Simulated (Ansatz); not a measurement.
# GaH2 (doublet): the correlation ladder at distance Ga1–H2 = 1.593 Å, aug-cc-pVDZ

How much of the correlation energy of GaH2 (doublet) does each wave-function method recover here?

Program: Ansatz 0.2.0, Gaussian basis. Level of theory: aug-cc-pVDZ, core rule «outside noble gas», up to 14 orbitals frozen. These are calculated values, not measurements.

The runs, in order: UHF; CCSD(T) on ROHF; CCSD(T) on UHF; BCCD(T) on ROHF; CISD; CCSDT(Q) on ROHF; CCSDT(Q) on UHF; CASSCF and MRCISD+Q, 3 electrons in 3 orbitals; CASSCF and NEVPT2, 3 electrons in 3 orbitals; CASSCF and MRCISD+Q, 5 electrons in 6 orbitals; CASSCF and NEVPT2, 5 electrons in 6 orbitals; Full CI.

17 further runs of the same task are left out: 5 for a known fault of the program, 10 that didn't finish, 2 set aside as unsound or not needed.

### Step 1. The system

The geometry derives from a PBE0/def2-TZVP stationary point (not a proven minimum). One bond is set to the value named and the two fragments are kept rigid. No spin-orbit coupling is included. The filled d shell of Ga may be among the frozen orbitals whatever the setting's name suggests; the logs give the count.

3 atoms, charge 0, spin multiplicity 2.

Atoms are counted from 1 here; the program's logs count them from 0.

Bond lengths: Ga1–H2 1.593 Å, Ga1–H3 1.593 Å. Angles: H2–Ga1–H3 120.5°.

### Step 2. UHF

Input file in.yaml:

```yaml
crystal:
  periodic: [false, false, false]
  atoms:
    - {symbol: Ga, position_ang: [0.000000, -0.022229, 0.000000]}
    - {symbol: H, position_ang: [0.000000, 0.768845, -1.383112]}
    - {symbol: H, position_ang: [0.000000, 0.768845, 1.383112]}
basis:
  gaussian: {orbitals: aug-cc-pVDZ}
magnetization: {spin_polarized: true, initial_magnetization: 1}
hamiltonian: {xc: hf}
output: {orbitals: {seedname: orbitals}}
```

Started as:

```
$ ansatz run in.yaml --threads 1 --pin off --events-out ev --progress --plain --max-ram 2393MiB
```

After this run come: CCSD(T) on ROHF; CCSD(T) on UHF; BCCD(T) on ROHF; CISD; CCSDT(Q) on ROHF; CCSDT(Q) on UHF; CASSCF and MRCISD+Q, 3 electrons in 3 orbitals; CASSCF and NEVPT2, 3 electrons in 3 orbitals; CASSCF and MRCISD+Q, 5 electrons in 6 orbitals; CASSCF and NEVPT2, 5 electrons in 6 orbitals; Full CI.

Q: Predict the results of all the runs planned. Wanted: FCI below the RHF energy; RMP2 from FCI; UMP2 from FCI; RCCSD from FCI; RCCSD(T) from FCI; UCCSD(T) from FCI; RCCSDT(Q) from FCI; UCCSDT(Q) from FCI; NEVPT2 pair from FCI.

**Answer**, as computed:

| quantity | value |
| --- | --- |
| FCI below the RHF energy | -2.1898 eV |
| RMP2 from FCI | +584.9 meV |
| UMP2 from FCI | +573.5 meV |
| RCCSD from FCI | +47.5 meV |
| RCCSD(T) from FCI | +12.9 meV |
| UCCSD(T) from FCI | +7.3 meV |
| RCCSDT(Q) from FCI | -0.7 meV |
| UCCSDT(Q) from FCI | -6.2 meV |
| NEVPT2 pair from FCI | +565.8 meV |
| MRCISD+Q pair from FCI | -21.2 meV |
| NEVPT2 valence from FCI | +419.7 meV |
| levels within 1 kcal/mol (43 meV) | UCCSD, RCCSD(T), UCCSD(T), BCCD(T), RCCSDT, UCCSDT, RCCSDT(Q), UCCSDT(Q), MRCISD+Q pair, MRCISD valence, MRCISD+Q valence |
| T1 diagnostic | 0.020 |
| effectively unpaired electrons | 1.03 |

**Reading.** RCCSD(T) lands +12.9 meV from the yardstick (0.6 % of the correlation energy). UCCSDT, UCCSDT(Q), MRCISD+Q pair, MRCISD+Q valence fall below full CI: unrestricted runs freeze a spin-polarised core, another one than full CI's, and coupled cluster isn't variational. One determinant dominates. Of the multireference levels listed MRCISD+Q valence comes nearest in total energy (-12.6 meV), which doesn't show that its space is the better one. These misses are within one basis, not against nature; the frozen cores of restricted and unrestricted runs differ, which can shift their rows.
